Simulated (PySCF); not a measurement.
# NdCl₂+: ligand-field states, part 2 of 2

PySCF 2.14.0. Atoms count from 0. Earlier steps stand in the parts before.

### Step 5. Ligand-field states: state-averaged CASSCF (bond angle at 150°)

Job settings and geometry (Å):

```
{"job": {"kind": "lf", "basis": {"metal": "x2c-TZVPall", "ligand": "x2c-SVPall"}, "nevpt": false, "reuse": true}, "charge": 1, "metal": "Nd", "open_shell": "f3"}
Nd     0.000000     0.000000     0.000000
Cl     0.634883     0.000000     2.369416
Cl     0.634883     0.000000    -2.369416
```

Level: state-averaged CASSCF of the metal f shell, state-interaction spin-orbit coupling.

Log:

```text
basis functions 140, electrons 93, active (3e, 7o)
start from the orbitals of the previous structure
stage 1: DIIS on the effective Fock matrix, level shift 0.30
cycle   1  E = -10540.8170742837  dE = -1.054e+04  max|g| = 2.968e+00
cycle   2  E = -10541.3733922301  dE = -5.563e-01  max|g| = 2.973e-01
cycle   3  E = -10540.8882518771  dE =  4.851e-01  max|g| = 1.201e+00
cycle   4  E = -10539.1083726867  dE =  1.780e+00  max|g| = 2.620e+00
cycle   5  E = -10533.9510803154  dE =  5.157e+00  max|g| = 5.155e+00
cycle   6  E = -10523.5853002071  dE =  1.037e+01  max|g| = 7.060e+00
cycle   7  E = -10514.3447219464  dE =  9.241e+00  max|g| = 6.811e+00
cycle   8  E = -10512.1816611834  dE =  2.163e+00  max|g| = 7.105e+00
cycle   9  E = -10512.1500369902  dE =  3.162e-02  max|g| = 8.969e+00
cycle  10  E = -10513.5998412381  dE = -1.450e+00  max|g| = 9.809e+00
cycle  11  E = -10514.2260957035  dE = -6.263e-01  max|g| = 9.900e+00
cycle  12  E = -10514.5962345779  dE = -3.701e-01  max|g| = 9.877e+00
cycle  13  E = -10515.7080872534  dE = -1.112e+00  max|g| = 9.668e+00
cycle  14  E = -10526.2634225580  dE = -1.056e+01  max|g| = 6.560e+00
cycle  15  E = -10538.4602975636  dE = -1.220e+01  max|g| = 9.211e-01
stage 2: quasi-Newton rotations from the point of smallest gradient
cycle  17  E = -10541.4493572727  dE = -7.597e-02  max|g| = 4.033e-02
cycle  18  E = -10541.4522783225  dE = -2.921e-03  max|g| = 1.335e-02
cycle  19  E = -10541.4524883822  dE = -2.101e-04  max|g| = 6.273e-03
cycle  20  E = -10541.4525315948  dE = -4.321e-05  max|g| = 1.162e-03
cycle  21  E = -10541.4525346490  dE = -3.054e-06  max|g| = 6.385e-04
cycle  22  E = -10541.4525351958  dE = -5.467e-07  max|g| = 1.873e-04
cycle  23  E = -10541.4525352509  dE = -5.513e-08  max|g| = 5.690e-05
cycle  24  E = -10541.4525352548  dE = -3.940e-09  max|g| = 2.138e-05
cycle  25  E = -10541.4525352554  dE = -5.275e-10  max|g| = 3.605e-06
converged average energy = -10541.4525352554

 mult deg   label        CASSCF/cm-1   NEVPT2/cm-1
   4   1   4B1                 0.0
   4   1   4A2                 0.0
   4   1   4B2               838.2
   4   1   4A1               838.2
   4   1   4B1               875.7
   4   1   4A2               875.7
   4   1   4B2               889.9
   4   1   4A1               889.9
   4   1   4A2               968.1
   4   1   4B1               969.8
   4   1   4A1              1119.4
   4   1   4B2              1195.6
   4   1   4A2              1251.0
   4   1   4B1             14152.0
   4   1   4A1             14492.9
   4   1   4B2             14612.7
   2   1   2B2             14647.3
   2   1   2A1             14647.3
   2   1   2B1             14673.3
   2   1   2B2             14673.9
   2   1   2A1             14678.5
   2   1   2A2             14713.5
   2   1   2B1             14713.8
   2   1   2B2             14795.4
   2   1   2A1             14795.4
   2   1   2B1             14842.0
   2   1   2A2             14842.0
   4   1   4A2             14918.1
   4   1   4B1             14974.5
   4   1   4A2             14975.4
   4   1   4B2             15499.9
   4   1   4A1             15499.9
   2   1   2A2             18865.2
   2   1   2B2             18915.8
   2   1   2A1             18952.5
   2   1   2B1             19150.4
   2   1   2A2             19153.7
   2   1   2B2             19515.0
   2   1   2A1             19515.1
   2   1   2B1             20009.1
   2   1   2A2             20009.1
   2   1   2B2             20076.5
   2   1   2A1             20076.5
   2   1   2B1             21047.3
   2   1   2A2             21047.3
   2   1   2B2             21689.0
   2   1   2A1             21689.0
   2   1   2B1             22165.2
   2   1   2A2             22165.2
   2   1   2B2             22461.5
   2   1   2A1             22462.3
   2   1   2B1             22599.5
   2   1   2A2             22609.4
   2   1   2B2             22650.1
   2   1   2A1             22683.7
   2   1   2B1             22688.8
   4   1   4B1             22966.3
   4   1   4A2             22967.3
   4   1   4A1             23192.0
   4   1   4B2             23239.2

spin-orbit levels / cm-1
      0.00  x2  4B1 0.43 4A2 0.43 4A1 0.04
    711.90  x2  4A1 0.25 4B2 0.25 4B1 0.15
    724.75  x2  4A2 0.21 4B1 0.21 4B2 0.16
    818.38  x2  4A2 0.20 4B1 0.19 4A1 0.14
    973.29  x2  4A2 0.29 4B2 0.26 4A1 0.20
   1941.48  x2  4B1 0.41 4A2 0.41 4A1 0.06
   2498.49  x2  4A1 0.19 4B2 0.19 4B1 0.18
   2633.49  x2  4B2 0.19 4A1 0.19 4B2 0.16
   2720.90  x2  4B1 0.20 4A2 0.20 4A2 0.18
   2798.80  x2  4A2 0.27 4A1 0.17 4B2 0.17
   2846.23  x2  4B2 0.25 4B1 0.19 4A2 0.18
   3955.03  x2  4B1 0.44 4A2 0.44 4A1 0.05
   4535.86  x2  4A1 0.22 4B2 0.22 4B1 0.16
   4669.03  x2  4A1 0.22 4B2 0.22 4B2 0.18
   4744.48  x2  4A2 0.23 4B1 0.22 4A2 0.21
   4819.52  x2  4A1 0.27 4B2 0.18 4A1 0.16
   4890.69  x2  4A2 0.39 4A2 0.18 4B1 0.16
   4942.81  x2  4B2 0.33 4A1 0.23 4A2 0.15
   6004.71  x2  4B1 0.49 4A2 0.49
   6749.64  x2  4A1 0.34 4B2 0.34 4B2 0.10
   6865.54  x2  4B1 0.30 4A2 0.30 4A1 0.13
   6873.98  x2  4B1 0.21 4A2 0.21 4A1 0.17
   6908.39  x2  4A1 0.19 4B2 0.19 4B1 0.18
   7007.21  x2  4A2 0.25 4B1 0.23 4A1 0.17
   7116.09  x2  4A1 0.36 4A2 0.21 4B1 0.14
   7208.79  x2  4A2 0.44 4B2 0.38 4A1 0.10
  15549.71  x2  4B1 0.40 4A1 0.23 4B2 0.18
  15766.31  x2  2B1 0.31 2A1 0.24 2B2 0.17
  15878.41  x2  2B1 0.25 2A2 0.25 2B2 0.15
  16008.99  x2  2A1 0.29 2B2 0.29 2A2 0.09
```

Wall time 10 s (1 thread of Arm Neoverse V1, shared host); peak memory 0.36 GiB.

Warnings kept with the result: spin Hamiltonian not valid, low-lying orbital states.

From this job:

| quantity | value |
| --- | --- |
| spin-orbit constant ζ | 920 cm⁻¹ |

Powder susceptibility:

| T (K) | χT (cm³ K/mol) | μ(eff) |
| --- | --- | --- |
| 2 | 1.239 | 3.15 |
| 20 | 1.256 | 3.17 |
| 100 | 1.329 | 3.26 |
| 300 | 1.507 | 3.47 |

### Step 6. Ligand-field states: state-averaged CASSCF (bond angle at 135°)

Job settings and geometry (Å):

```
{"job": {"kind": "lf", "basis": {"metal": "x2c-TZVPall", "ligand": "x2c-SVPall"}, "nevpt": false, "reuse": true}, "charge": 1, "metal": "Nd", "open_shell": "f3"}
Nd     0.000000     0.000000     0.000000
Cl     0.938722     0.000000     2.266276
Cl     0.938722     0.000000    -2.266276
```

With the program's defaults for keys left out, this is: state-averaged CASSCF of the metal f shell, state-interaction spin-orbit coupling.

Log:

```text
basis functions 140, electrons 93, active (3e, 7o)
start from the orbitals of the previous structure
stage 1: DIIS on the effective Fock matrix, level shift 0.30
cycle   1  E = -10540.2066553603  dE = -1.054e+04  max|g| = 6.806e+00
cycle   2  E = -10540.6921045232  dE = -4.854e-01  max|g| = 1.280e+00
cycle   3  E = -10541.1278554424  dE = -4.358e-01  max|g| = 7.585e-01
cycle   4  E = -10541.3254752900  dE = -1.976e-01  max|g| = 2.571e-01
cycle   5  E = -10541.3902636958  dE = -6.479e-02  max|g| = 1.748e-01
cycle   6  E = -10541.3483429923  dE =  4.192e-02  max|g| = 3.641e-01
cycle   7  E = -10541.2213804074  dE =  1.270e-01  max|g| = 6.318e-01
cycle   8  E = -10540.5844574641  dE =  6.369e-01  max|g| = 1.464e+00
cycle   9  E = -10538.5380427532  dE =  2.046e+00  max|g| = 3.003e+00
cycle  10  E = -10532.6079844497  dE =  5.930e+00  max|g| = 4.634e+00
cycle  11  E = -10527.3000752729  dE =  5.308e+00  max|g| = 7.013e+00
cycle  12  E = -10523.6014228167  dE =  3.699e+00  max|g| = 7.462e+00
cycle  13  E = -10521.0908008128  dE =  2.511e+00  max|g| = 7.040e+00
cycle  14  E = -10520.6431988072  dE =  4.476e-01  max|g| = 6.506e+00
cycle  15  E = -10520.6550438058  dE = -1.184e-02  max|g| = 6.241e+00
stage 2: quasi-Newton rotations from the point of smallest gradient
cycle  17  E = -10541.4502061127  dE = -5.994e-02  max|g| = 8.250e-02
cycle  18  E = -10541.4568663674  dE = -6.660e-03  max|g| = 3.710e-02
cycle  19  E = -10541.4576319958  dE = -7.656e-04  max|g| = 4.212e-03
cycle  20  E = -10541.4576610728  dE = -2.908e-05  max|g| = 1.652e-03
cycle  21  E = -10541.4576649101  dE = -3.837e-06  max|g| = 3.818e-04
cycle  22  E = -10541.4576653460  dE = -4.359e-07  max|g| = 1.690e-04
cycle  23  E = -10541.4576653939  dE = -4.781e-08  max|g| = 7.153e-05
cycle  24  E = -10541.4576653994  dE = -5.513e-09  max|g| = 1.381e-05
cycle  25  E = -10541.4576653998  dE = -4.675e-10  max|g| = 7.913e-06
converged average energy = -10541.4576653998

 mult deg   label        CASSCF/cm-1   NEVPT2/cm-1
   4   1   4B1                 0.0
   4   1   4A2                 0.0
   4   1   4B2               555.1
   4   1   4A1               555.1
   4   1   4B1               683.9
   4   1   4A2               684.0
   4   1   4A1               719.2
   4   1   4B2               719.4
   4   1   4A2               784.4
   4   1   4B1               796.7
   4   1   4A1               835.8
   4   1   4B2               960.6
   4   1   4A2               963.3
   4   1   4B1             14162.8
   4   1   4A1             14297.3
   2   1   2B2             14484.6
   2   1   2A1             14484.6
   2   1   2B1             14507.6
   2   1   2B2             14515.6
   2   1   2A1             14518.3
   4   1   4B2             14527.3
   2   1   2A2             14547.7
   2   1   2B1             14548.7
   2   1   2B2             14613.4
   2   1   2A1             14613.4
   2   1   2B1             14636.0
   2   1   2A2             14636.0
   4   1   4A2             14751.3
   4   1   4B1             14778.6
   4   1   4A2             14780.0
   4   1   4A1             15296.2
   4   1   4B2             15296.6
   2   1   2A2             18761.5
   2   1   2B2             18792.9
   2   1   2A1             18869.1
   2   1   2B1             19023.9
   2   1   2A2             19037.9
   2   1   2B2             19335.3
   2   1   2A1             19335.9
   2   1   2B1             19709.2
   2   1   2A2             19709.2
   2   1   2B2             20237.1
   2   1   2A1             20237.1
   2   1   2B1             20978.2
   2   1   2A2             20978.2
   2   1   2B2             21497.4
   2   1   2A1             21497.4
   2   1   2B1             21879.7
   2   1   2A2             21880.1
   2   1   2B2             22131.4
   2   1   2A1             22137.9
   2   1   2B1             22267.5
   2   1   2A2             22303.2
   2   1   2B2             22342.3
   2   1   2A1             22417.6
   2   1   2B1             22421.7
   4   1   4B1             22859.5
   4   1   4A2             22860.3
   4   1   4A1             22889.2
   4   1   4B2             22963.5

spin-orbit levels / cm-1
      0.00  x2  4B1 0.41 4A2 0.41 4A1 0.07
    482.92  x2  4A1 0.29 4B2 0.29 4A2 0.13
    596.07  x2  4A2 0.21 4B1 0.21 4B2 0.18
    663.35  x2  4A2 0.23 4A1 0.22 4B1 0.18
    772.79  x2  4A2 0.32 4B2 0.31 4A1 0.13
   1938.33  x2  4B1 0.39 4A2 0.39 4A1 0.09
   2308.62  x2  4A1 0.21 4B2 0.21 4A2 0.16
   2464.75  x2  4B2 0.19 4A1 0.18 4A1 0.16
   2555.84  x2  4A1 0.19 4A2 0.19 4B1 0.18
   2614.10  x2  4A2 0.19 4B2 0.17 4A1 0.17
   2669.52  x2  4B2 0.28 4A2 0.25 4B1 0.15
   3967.38  x2  4B1 0.42 4A2 0.42 4A1 0.07
   4338.53  x2  4B2 0.24 4A1 0.24 4A2 0.14
   4498.89  x2  4B2 0.20 4A1 0.20 4A1 0.18
   4589.35  x2  4A2 0.24 4B1 0.21 4A2 0.20
   4652.80  x2  4A1 0.35 4A1 0.18 4B2 0.18
   4699.96  x2  4A2 0.24 4A2 0.21 4B1 0.15
   4761.10  x2  4B2 0.32 4A2 0.28 4B1 0.13
   6051.80  x2  4B1 0.48 4A2 0.48
   6504.94  x2  4A1 0.42 4B2 0.42 4A2 0.07
   6675.66  x2  4A2 0.32 4B1 0.32 4A1 0.15
   6741.52  x2  4A1 0.26 4B2 0.26 4A2 0.20
   6789.97  x2  4A1 0.23 4B2 0.23 4B1 0.18
   6848.48  x2  4A2 0.32 4A1 0.23 4B1 0.16
   6899.87  x2  4A1 0.35 4B1 0.22 4A2 0.16
   7001.07  x2  4A2 0.45 4B2 0.45
  15493.90  x2  4B1 0.35 4A1 0.28 4B2 0.17
  15675.90  x2  2B1 0.31 2A1 0.28 2B2 0.12
  15761.15  x2  2B1 0.24 2A2 0.22 2B2 0.22
  15854.52  x2  2A1 0.29 2B2 0.28 2A2 0.09
```

Run time: 11 s. Hardware: 1 thread of Arm Neoverse V1, shared host; peak memory 0.36 GiB.

Warnings kept with the result: spin Hamiltonian not valid, low-lying orbital states.

In short:

| quantity | value |
| --- | --- |
| spin-orbit constant ζ | 920 cm⁻¹ |

Powder susceptibility:

| T (K) | χT (cm³ K/mol) | μ(eff) |
| --- | --- | --- |
| 2 | 1.240 | 3.15 |
| 20 | 1.262 | 3.18 |
| 100 | 1.360 | 3.30 |
| 300 | 1.564 | 3.54 |

### Step 7. Ligand-field states: state-averaged CASSCF (bond angle at 120°)

Job settings and geometry (Å):

```
{"job": {"kind": "lf", "basis": {"metal": "x2c-TZVPall", "ligand": "x2c-SVPall"}, "nevpt": false, "reuse": true}, "charge": 1, "metal": "Nd", "open_shell": "f3"}
Nd     0.000000     0.000000     0.000000
Cl     1.226500     0.000000     2.124360
Cl     1.226500     0.000000    -2.124360
```

Level: state-averaged CASSCF of the metal f shell, state-interaction spin-orbit coupling.

Log:

```text
basis functions 140, electrons 93, active (3e, 7o)
start from the orbitals of the previous structure
stage 1: DIIS on the effective Fock matrix, level shift 0.30
cycle   1  E = -10540.2067164927  dE = -1.054e+04  max|g| = 9.244e+00
cycle   2  E = -10541.0357827920  dE = -8.291e-01  max|g| = 7.681e-01
cycle   3  E = -10541.3391259645  dE = -3.033e-01  max|g| = 3.309e-01
cycle   4  E = -10541.3332116762  dE =  5.914e-03  max|g| = 4.389e-01
cycle   5  E = -10541.4365215038  dE = -1.033e-01  max|g| = 1.372e-01
cycle   6  E = -10541.4188851510  dE =  1.764e-02  max|g| = 1.781e-01
cycle   7  E = -10541.3378966816  dE =  8.099e-02  max|g| = 3.347e-01
cycle   8  E = -10540.9845979131  dE =  3.533e-01  max|g| = 8.356e-01
cycle   9  E = -10538.5060763916  dE =  2.479e+00  max|g| = 3.001e+00
cycle  10  E = -10524.8173889554  dE =  1.369e+01  max|g| = 7.328e+00
cycle  11  E = -10512.9987590061  dE =  1.182e+01  max|g| = 8.156e+00
cycle  12  E = -10508.6876533048  dE =  4.311e+00  max|g| = 5.874e+00
cycle  13  E = -10507.7315274121  dE =  9.561e-01  max|g| = 5.949e+00
cycle  14  E = -10507.7503188338  dE = -1.879e-02  max|g| = 5.933e+00
cycle  15  E = -10508.3266770550  dE = -5.764e-01  max|g| = 6.372e+00
stage 2: quasi-Newton rotations from the point of smallest gradient
cycle  17  E = -10541.4510677515  dE = -1.455e-02  max|g| = 1.263e-01
cycle  18  E = -10541.4602491451  dE = -9.181e-03  max|g| = 6.478e-03
cycle  19  E = -10541.4603991829  dE = -1.500e-04  max|g| = 2.305e-03
cycle  20  E = -10541.4604159833  dE = -1.680e-05  max|g| = 1.639e-03
cycle  21  E = -10541.4604172849  dE = -1.302e-06  max|g| = 5.752e-04
cycle  22  E = -10541.4604174919  dE = -2.069e-07  max|g| = 7.681e-05
cycle  23  E = -10541.4604175126  dE = -2.077e-08  max|g| = 2.243e-05
cycle  24  E = -10541.4604175134  dE = -7.949e-10  max|g| = 9.668e-06
converged average energy = -10541.4604175134

 mult deg   label        CASSCF/cm-1   NEVPT2/cm-1
   4   1   4B1                 0.0
   4   1   4A2                 0.0
   4   1   4A1               297.7
   4   1   4B2               297.9
   4   1   4A2               521.5
   4   1   4B1               522.1
   4   1   4A1               579.6
   4   1   4B2               580.9
   4   1   4A2               583.0
   4   1   4A1               596.7
   4   1   4B1               619.0
   4   1   4A2               739.2
   4   1   4B2               742.6
   4   1   4A1             14146.0
   4   1   4B1             14167.7
   2   1   2A1             14335.9
   2   1   2B2             14336.0
   2   1   2B1             14363.6
   2   1   2A1             14370.8
   2   1   2B2             14376.1
   2   1   2A2             14385.3
   2   1   2B1             14387.1
   2   1   2A1             14444.0
   2   1   2B2             14444.1
   2   1   2A2             14447.9
   2   1   2B1             14448.4
   4   1   4B2             14478.6
   4   1   4A2             14601.3
   4   1   4A2             14608.8
   4   1   4B1             14617.2
   4   1   4A1             15074.3
   4   1   4B2             15076.4
   2   1   2A2             18670.8
   2   1   2B2             18686.3
   2   1   2A1             18805.8
   2   1   2B1             18903.1
   2   1   2A2             18938.9
   2   1   2B2             19151.5
   2   1   2A1             19154.5
   2   1   2B1             19418.7
   2   1   2A2             19418.7
   2   1   2B2             20427.9
   2   1   2A1             20427.9
   2   1   2B1             20933.7
   2   1   2A2             20933.7
   2   1   2B2             21322.3
   2   1   2A1             21322.6
   2   1   2B1             21615.2
   2   1   2A2             21619.2
   2   1   2B2             21815.7
   2   1   2A1             21844.4
   2   1   2B1             21937.8
   2   1   2A2             22022.8
   2   1   2B2             22046.1
   2   1   2A1             22171.7
   2   1   2B1             22173.9
   4   1   4A1             22634.9
   4   1   4A2             22695.7
   4   1   4B1             22702.6
   4   1   4B2             22755.8

spin-orbit levels / cm-1
      0.00  x2  4A2 0.39 4B1 0.39 4A1 0.08
    289.63  x2  4B2 0.30 4A1 0.30 4A2 0.12
    469.12  x2  4A2 0.21 4B1 0.20 4A1 0.19
    503.04  x2  4A1 0.26 4A2 0.23 4B1 0.21
    603.76  x2  4A2 0.34 4B2 0.34 4B1 0.11
   1936.21  x2  4B1 0.35 4A2 0.35 4B2 0.11
   2153.25  x2  4B2 0.20 4A1 0.20 4A2 0.14
   2313.40  x2  4B2 0.19 4A1 0.18 4A1 0.14
   2394.57  x2  4A1 0.21 4A2 0.18 4B1 0.17
   2446.56  x2  4B2 0.17 4A2 0.14 4A1 0.14
   2512.51  x2  4A2 0.32 4B2 0.31 4B1 0.13
   3979.08  x2  4B1 0.38 4A2 0.38 4A1 0.10
   4183.72  x2  4B2 0.23 4A1 0.23 4A2 0.13
   4350.43  x2  4A1 0.21 4B2 0.19 4A1 0.16
   4439.89  x2  4A2 0.29 4A2 0.19 4B1 0.17
   4487.14  x2  4A1 0.30 4A1 0.23 4B2 0.13
   4532.05  x2  4A2 0.18 4B2 0.16 4A2 0.15
   4600.48  x2  4A2 0.36 4B2 0.34 4B1 0.12
   6092.67  x2  4B1 0.47 4A2 0.47
   6320.18  x2  4B2 0.40 4A1 0.40 4A2 0.09
   6523.01  x2  4A2 0.34 4B1 0.33 4A1 0.14
   6614.30  x2  4A1 0.25 4B2 0.25 4A2 0.20
   6659.53  x2  4A1 0.32 4A2 0.29 4B2 0.12
   6679.06  x2  4A2 0.30 4A1 0.23 4B2 0.22
   6722.80  x2  4B1 0.36 4A1 0.31 4B2 0.14
   6823.13  x2  4A2 0.48 4B2 0.47
  15440.18  x2  4A1 0.33 4B1 0.32 4B2 0.14
  15590.91  x2  2A1 0.32 2B1 0.27 2B2 0.07
  15661.77  x2  2B2 0.29 2B1 0.19 2A2 0.17
  15711.73  x2  2A1 0.26 2B2 0.25 2A2 0.09
```

Run time: 10 s. Hardware: 1 thread of Arm Neoverse V1, shared host; peak memory 0.36 GiB.

Warnings kept with the result: spin Hamiltonian not valid, low-lying orbital states.

Key values:

| quantity | value |
| --- | --- |
| spin-orbit constant ζ | 920 cm⁻¹ |

Powder susceptibility:

| T (K) | χT (cm³ K/mol) | μ(eff) |
| --- | --- | --- |
| 2 | 1.216 | 3.12 |
| 20 | 1.252 | 3.16 |
| 100 | 1.403 | 3.35 |
| 300 | 1.609 | 3.59 |

### Step 8. Ligand field across the series

From the CASSCF states (cm⁻¹; the spread is that of the fitted one-electron ligand-field levels):

| step | setting | ground state | next state | orbital spread | ζ | μ(eff), 300 K |
| --- | --- | --- | --- | --- | --- | --- |
| 2 | as given | 4Iu | 4Phiu at 986 | 3524 | 921 | 3.41 |
| 3 | bond angle at 170 | 4B1 | 4A2 at 0 | 3438 | 921 | 3.41 |
| 4 | bond angle at 160 | 4B1 | 4A2 at 0 | 3200 | 921 | 3.44 |
| 5 | bond angle at 150 | 4B1 | 4A2 at 0 | 2856 | 920 | 3.47 |
| 6 | bond angle at 135 | 4B1 | 4A2 at 0 | 2257 | 920 | 3.54 |
| 7 | bond angle at 120 | 4B1 | 4A2 at 0 | 1681 | 920 | 3.59 |

### Step 9. What came out

What follows sums up all 2 parts.

```
                                                         quantity       value
            spin-orbit constant ζ (step 2, state-averaged CASSCF)    921 cm⁻¹
ground multiplicity, μ(eff) at 300 K (step 2, 2 donors at 2.45 Å)  4, 3.41 μB
ground multiplicity, μ(eff) at 300 K (step 3, 2 donors at 2.45 Å)  4, 3.41 μB
ground multiplicity, μ(eff) at 300 K (step 4, 2 donors at 2.45 Å)  4, 3.44 μB
ground multiplicity, μ(eff) at 300 K (step 5, 2 donors at 2.45 Å)  4, 3.47 μB
ground multiplicity, μ(eff) at 300 K (step 6, 2 donors at 2.45 Å)  4, 3.54 μB
ground multiplicity, μ(eff) at 300 K (step 7, 2 donors at 2.45 Å)  4, 3.59 μB
```

In step 2, χT goes from 1.22 at 2 K to 1.45 cm³ K/mol at 300 K, as higher levels fill or mix in. The spread of the ligand-field levels runs from 1681 cm⁻¹ (bond angle at 120) to 3524 cm⁻¹ (as given); μ(eff) at 300 K: 3.41 to 3.59 μB.
